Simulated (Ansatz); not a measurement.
Ta4NiO11, 16 atoms in the cell. The structure is monoclinic, space group P2/m (No. 10). The conventional cell has a = 4.771 Å, b = 5.825 Å, c = 7.518 Å, α = 90.00°, β = 105.26°, γ = 90.00°. Ta (site symmetry m) is surrounded by 4 O at 1.89 to 2.01 Å. Around Ta (site symmetry m) lie 5 O at 1.89 to 1.98 Å. Around Ni (site symmetry 2/m) lie 4 O at 1.94 Å. O (site symmetry 1) has 1 Ta at 1.93 Å and 1 Ni at 1.94 Å as nearest neighbours. Around O (site symmetry 1) lie 2 Ta at 1.93 to 1.98 Å. Around O (site symmetry 2/m) lie 2 Ta at 2.01 Å. Around O (site symmetry 2/m) lie 2 Ta at 1.89 Å. Around O (site symmetry 2/m) lie 2 Ta at 1.89 Å. The cell was built by a generator and needn't be a form met in nature.

| Quantity | Value |
| --- | --- |
| Program | Ansatz 0.2.0 |
| Task | phonons |
| Functional | PBE |
| Potentials or basis | Ansatz PAW |
| Cutoff | 420 eV (not typed: the program's choice for these potentials) |
| k mesh | 4 × 3 × 3 |
| Occupations | gaussian, width 0.01 eV |
| Spin | collinear spin, ferromagnetic start |
| Starting moments | [0.0, 0.0, 0.0, 0.0, 1.0, 0.0, 0.0, 0.0, 0.0, 0.0, 0.0, 0.0, 0.0, 0.0, 0.0, 0.0] μB |

Potentials or basis: Ansatz PAW.

Run with:

```bash
$ ansatz run input.yaml --threads 8 --pin off --max-ram 20480MiB --backend cpu --events-out ev --progress --plain --runs-dir out
```

Hardware: 8 threads of Arm Neoverse V1, on a shared host.

How long does it take, and how much memory?

Wall time 9.2 min on 8 threads of Arm Neoverse V1, on a shared host, peak memory 4.3 GiB. Counts: scf iterations 12, plane waves 3935, k points 19, bands 85.
